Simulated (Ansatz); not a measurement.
# C2H7Ga: the cost of one run

All numbers below are computed with Ansatz 0.2.0 (RKS B3LYP-D4/def2-SVP).

## 1. Starting point

Bond lengths: Ga1–C2 2.180 Å, C2–H3 1.110 Å, C2–H4 1.110 Å, C2–C5 1.520 Å, C5–H6 1.110 Å, C5–H7 1.110 Å, C5–H8 1.110 Å, Ga1–H9 1.770 Å, Ga1–H10 1.570 Å. Angles (14 of 15 angles, heavy atoms first): Ga1–C2–C5 112.9°, Ga1–C2–H3 70.7°, Ga1–C2–H4 134.6°, H3–C2–C5 109.4°, H4–C2–C5 109.4°, C2–Ga1–H9 43.9°, C2–Ga1–H10 160.4°, C2–C5–H6 109.5°, C2–C5–H7 109.5°, C2–C5–H8 109.5°, H3–C2–H4 109.4°, H9–Ga1–H10 155.6°, H6–C5–H7 109.4°, H6–C5–H8 109.4°.

Coordinates:

```xyz
10

Ga    0.0000    0.0000    0.0000
C     1.4139    0.0000    1.6593
H     0.4143   -0.3092    2.0298
H     2.1815   -0.7111    2.0298
C     1.7316    1.3971    2.1667
H     2.3299    1.3257    3.0989
H     2.3115    1.9479    1.3969
H     0.7859    1.9396    2.3752
H     1.7614    0.0000    0.1740
H    -1.3596    0.0000   -0.7850
```

## 2. A restrained relaxation towards end A

Springs on the bonds that form and break draw the guess towards this end; the thresholds are loose.

input.yaml reads:

```yaml
crystal:
  periodic: [false, false, false]
  atoms:
    - { symbol: Ga, position_ang: [0.0, 0.0, 0.0] }
    - { symbol: C, position_ang: [1.4139, 0.0, 1.6593] }
    - { symbol: H, position_ang: [0.4143, -0.3092, 2.0298] }
    - { symbol: H, position_ang: [2.1815, -0.7111, 2.0298] }
    - { symbol: C, position_ang: [1.7316, 1.3971, 2.1667] }
    - { symbol: H, position_ang: [2.3299, 1.3257, 3.0989] }
    - { symbol: H, position_ang: [2.3115, 1.9479, 1.3969] }
    - { symbol: H, position_ang: [0.7859, 1.9396, 2.3752] }
    - { symbol: H, position_ang: [1.7614, 0.0, 0.174] }
    - { symbol: H, position_ang: [-1.3596, 0.0, -0.785] }
basis:
  gaussian: { orbitals: def2-SVP }
hamiltonian:
  xc: b3lyp
  dispersion: d4
relax:
  f_tol: 0.15
  max_steps: 25
  restrain:
    - { distance: [1, 8], at: 2.31, k: 30.0 }
    - { distance: [0, 1], at: 1.98, k: 30.0 }
    - { distance: [0, 8], at: 1.57, k: 30.0 }
```

On the command line:

```console
> ansatz run input.yaml --threads 2 --pin off --max-ram 3072MiB --backend cpu --events-out ev --progress --plain --runs-dir out
```

Q: Estimate wall time and peak memory on 2 threads of Arm Neoverse V1, shared host.

About 23 s, with a peak of 0.2 GiB.
